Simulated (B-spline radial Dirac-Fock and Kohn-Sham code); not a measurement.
# Se²³⁺: core levels and X-ray properties

Wanted for the Se²³⁺ ion: its X-ray form factor and Compton profile and the binding energy of each subshell.

Program: B-spline radial Dirac-Fock and Kohn-Sham code, version 2. Model: a free atom or ion on a radial basis; each step names its model. All values are calculated, but those marked as tabulated.

## Step 1: The atom as given

Se²³⁺, [Ne] 3s1.

| Property | Result |
| --- | --- |
| nuclear charge | 34 |
| electrons | 11 |
| mass number | 80 |
| nuclear rms radius | 4.14 fm |

Outer shells as boxes (Hund's rule, for the drawing alone; heavy ions are jj-coupled, and the calculation averages over the configuration):

```
[Ne] core
3s [↑ ]
```

## Step 2: Scattering by the electron cloud

Model: Dirac-Fock average of configuration, finite nucleus; form factor of the spherical density, Waller-Hartree incoherent function, impulse-approximation Compton profiles.

The run's settings:

```ini
task = scatter
Z = 34
charge = 23
configuration = 1s2 2s2 2p6 3s1
mass_number = 80
rms_radius = 4.14  # fm
s = [0.0, 0.09, 0.11, 0.14, 0.17, 0.2, 0.25, 0.31, 0.38, 0.47, 0.57, 0.7, 0.86, 1.06, 1.3, 1.6, 1.96, 2.41, 2.96, 3.63, 4.46, 5.48, 6.73]  # 1/A
pz = [0, 0.1, 0.2, 0.3, 0.4, 0.5, 0.6, 0.8, 1.0, 1.2, 1.4, 1.6, 1.8, 2.0, 2.5, 3.0, 4.0, 5.0, 7.0, 10.0, 15.0, 20.0, 30.0, 40.0, 60.0, 100.0]  # a.u.
photon_energy = [1000, 2000, 8047.8, 10000, 17479.3, 20000, 100000, 500000]  # eV
```

From the run's result record (rounded, not every field):

```text
status: converged
form_factor [e]: [11.0, 10.967, 10.951, 10.921, 10.884, 10.84, 10.752, 10.625, 10.448, 10.183, 9.8485, 9.3711, 8.7499, 7.968, 7.0671, 6.0254, 4.9072, 3.7365, 2.6885, 1.9182, 1.4498, 1.186, 0.9871]
incoherent: [3.2152e-13, 0.050233, 0.0747, 0.11998, 0.17508, 0.23936, 0.36493, 0.54147, 0.77459, 1.1015, 1.4801, 1.9705, 2.5539, 3.2604, 4.0981, 5.1093, 6.1894, 7.2724, 8.2148, 8.9414, 9.4882, 9.93, 10.309]
compton_total [1/a.u.]: [0.68495, 0.6846, 0.68355, 0.6818, 0.67938, 0.6763, 0.67259, 0.6634, 0.65209, 0.63902, 0.62456, 0.60909, 0.59299, 0.57662, 0.53644, 0.49985, 0.44114, 0.39546, 0.3096, 0.19158, 0.084085, 0.041697, 0.013272, 0.0050108, 0.00096953, 8.7656e-05]
shells: ["1s1/2", "2s1/2", "2p1/2", "2p3/2", "3s1/2"]
occupation: [2.0, 2.0, 2.0, 4.0, 1.0]
mean_momentum [a.u.]: [29.531, 10.347, 13.833, 13.541, 5.7602]
r2 [bohr^2]: 0.55326
r_inverse [1/bohr]: 133.58
r1 [bohr]: 1.9519
coherent [b]: [80.301, 79.727, 69.932, 65.476, 48.699, 43.808, 4.7426, 0.24121]
incoherent_cross_section [b]: [0.0134, 0.052494, 0.63373, 0.86291, 1.6963, 1.9589, 4.4041, 3.1116]
```

Form factor and incoherent function, every second point:

| s (1/Å) | f (e) | f / N | S(s) |
| --- | --- | --- | --- |
| 0 | 11.00 | 1.000 | 0 |
| 0.110 | 10.95 | 0.996 | 0.07470 |
| 0.170 | 10.88 | 0.989 | 0.1751 |
| 0.250 | 10.75 | 0.977 | 0.3649 |
| 0.380 | 10.45 | 0.950 | 0.7746 |
| 0.570 | 9.849 | 0.895 | 1.480 |
| 0.860 | 8.750 | 0.795 | 2.554 |
| 1.30 | 7.067 | 0.642 | 4.098 |
| 1.96 | 4.907 | 0.446 | 6.189 |
| 2.96 | 2.689 | 0.244 | 8.215 |
| 4.46 | 1.450 | 0.132 | 9.488 |
| 6.73 | 0.9871 | 0.090 | 10.31 |

## Step 3: Hole states by ΔSCF

Model: Dirac-Fock average of configuration, Delta-SCF, finite nucleus, first-order Breit with its frequency dependence, self-energy and vacuum polarisation.

Settings, as recorded:

```ini
task = binding
```

From the run's result record (rounded, not every field):

```text
status: converged
shells: ["K", "L1", "L2", "L3", "M1"]
total_energy_parts [Ha]: [-2094.70417, 1.15901936, -0.0990973624, -0.00481103618, 0.863735039, -0.0850645525]
koopmans [eV]: [13798.0, 2692.6, 2520.46, 2476.83, 1036.31]
dirac_coulomb [eV]: ["-", "-", 2516.6, 2473.16, 1036.24]
gaunt [eV]: ["-", "-", -2.97425, -2.13049, -0.402777]
retardation [eV]: ["-", "-", 0.325452, 0.325847, 0.0460466]
breit_frequency [eV]: ["-", "-", -0.000221719, 0.0301517, -0.0016338]
self_energy [eV]: ["-", "-", 0.115414, 0.0189759, -0.272587]
vacuum_polarisation [eV]: ["-", "-", -0.0069422, -0.00791723, 0.024584]
binding [eV]: ["-", "-", 2514.06, 2471.4, 1035.64]
mean_radius [bohr]: [0.0440319, 0.191539, 0.165106, 0.168614, 0.476045]
```

total_energy_parts: Dirac-Coulomb, Gaunt, retardation, frequency dependence, self-energy, vacuum polarisation. Blank entries are hole states that did not converge, or in which two open shells of one symmetry are about equally filled, where the average of configuration falls too low.

The binding energies by parts, in eV; the parts add up.

```
level      -ε  relaxation  Breit    QED  binding
   L2  2520.5       -3.87  -2.65   0.11   2514.1
   L3  2476.8       -3.67  -1.77   0.01   2471.4
   M1  1036.3       -0.07  -0.36  -0.25   1035.6
```

## Step 4: Results

```
                                quantity          value
        rms radius of the electron cloud     0.224 bohr
                   form factor halves at        1.8 1/Å
                 Compton profile at zero  0.6850 1/a.u.
        deepest level listed, L2 (2p1/2)      2514.1 eV
                    least bound, M1 (3s)      1035.6 eV
ionisation energy, NIST (semi-empirical)     1036.36 eV
```

**Reading.** f falls from 11 to half of that at s = 1.8 1/Å. Incoherent scattering outweighs coherent from 500 keV on, among the energies asked. The L2 (2p1/2) level lies 3.87 eV under Koopmans' value by relaxation alone; Breit gives -2.65 and QED +0.11 eV. NIST's ionisation energy differs by +0.72 eV from the least binding energy; correlation is missing from the calculation. The Hartree-Fock and Dirac-Fock values hold no electron correlation.
